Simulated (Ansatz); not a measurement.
Run this with the Python package of Ansatz (0.2.0) and show what comes out.

The script, `drho_inag3.py`:
```python
'''Density of InAg3 less that of its sublattices.'''

import ansatz
import numpy as np

SETTINGS = {
    'scf_tol': 1e-05,
    'filling': 'Methfessel-Paxton',
    'dispersion': 'd3bj',
    'cutoff': 460,
    'kgrid': (6, 6, 6),
}

VECTORS = np.array([
    [4.144, 0.0, 0.0],
    [0.0, 4.144, 0.0],
    [0.0, 0.0, 4.144],
])
SITES = [
    ('In', [0.0, 0.0, 0.0]),
    ('Ag', [0.0, 0.5, 0.5]),
    ('Ag', [0.5, 0.0, 0.5]),
    ('Ag', [0.5, 0.5, 0.0]),
]


def on_lattice(cell):
    crystal = ansatz.Crystal(lattice=ansatz.Lattice.of(cell))
    for symbol, position in SITES:
        crystal = crystal.atom(symbol, position)
    return crystal


def main() -> None:
    # same cell, cutoff and mesh for the crystal and its parts
    def solve(crystal):
        return (
            crystal.calculation()
            .scf(tolerance=SETTINGS['scf_tol'])
            .occupations(SETTINGS['filling'])
            .functional(ansatz.Functional.PBESOL, dispersion=SETTINGS['dispersion'])
            .basis(SETTINGS['cutoff'], grid_basis='typed')
            .kpoints(*SETTINGS['kgrid'])
            .density()
            .run(threads=1)
        )


    whole = solve(on_lattice(VECTORS))
    difference = whole.density().channels[0].density_e_per_ang3.copy()
    binding = whole.report['free_energy_ev']
    for element in ['In', 'Ag']:
        part = ansatz.Crystal(lattice=ansatz.Lattice.of(VECTORS))
        for symbol, position in SITES:
            if symbol == element:
                part = part.atom(symbol, position)
        alone = solve(part)
        difference -= alone.density().channels[0].density_e_per_ang3
        binding -= alone.report['free_energy_ev']
        print(f'{element} sublattice: {alone.report["n_electrons"]:g} electrons, {alone.report["n_iterations"]} iterations')

    voxel = abs(np.linalg.det(VECTORS)) / difference.size
    print(f'energy of the crystal less its unpolarised sublattices: {binding / len(SITES):.4f} eV/atom')
    print(f'net charge of the difference {difference.sum() * voxel:.5f} e, charge moved {0.5 * np.abs(difference).sum() * voxel:.3f} e')
    print(f'extremes {difference.min():.4f} and {difference.max():.4f} e/A^3')
    for (symbol, position) in SITES:
        index = tuple(int(round(p * n)) % n for p, n in zip(position, difference.shape))
        print(f'  change of the pseudo-density at the grid point nearest {symbol}: {difference[index]:+.4f} e/A^3')
    profile = difference.mean(axis=(0, 1))
    print('planar mean along the third vector:', np.round(profile[:: max(len(profile) // 12, 1)], 4))


if __name__ == '__main__':
    main()
```

Output of `python drho_inag3.py`:
```text
In sublattice: 13 electrons, 4 iterations
Ag sublattice: 57 electrons, 5 iterations
energy of the crystal less its unpolarised sublattices: -0.8716 eV/atom
net charge of the difference 0.00000 e, charge moved 0.433 e
extremes -0.0996 and 0.1392 e/A^3
  change of the pseudo-density at the grid point nearest In: +0.1392 e/A^3
  change of the pseudo-density at the grid point nearest Ag: -0.0297 e/A^3
  change of the pseudo-density at the grid point nearest Ag: -0.0297 e/A^3
  change of the pseudo-density at the grid point nearest Ag: -0.0297 e/A^3
planar mean along the third vector: [-0.0044 -0.002   0.0003  0.0056  0.0075  0.0019 -0.0059 -0.0051 -0.0051
 -0.0059  0.0019  0.0075  0.0056  0.0003 -0.002 ]
```

Notes:
- These settings explore the input space; cutoff and mesh may be short of convergence.
- Dispersion corrections can be off by several per cent in the lattices of metals, and by several GPa in the pressure at a fixed cell.
- For a metal this k-point mesh is coarse: on a finer one energies can move by several to tens of meV an atom and pressures by half a GPa or more, differences at one mesh by less.
- Densities and potentials on the grid are those of the valence electrons, and inside the cores they hang on the potentials used.
- The starting cell is as deposited in a crystallographic database; the results hold for this polymorph, which needn't be the stable one.
- Charge moved counts every rearrangement, bonding and polarisation too, and is no transfer between atoms; the bare sublattices are artificial references. Values near the nuclei depend on the potentials.
- The whole script took 1.7 s on 1 thread of AMD EPYC 9R45 96-Core Processor (Zen 5), on a shared host, peak memory 0.44 GiB.

(Lines on the test bed's own set-up are left out of the output.)
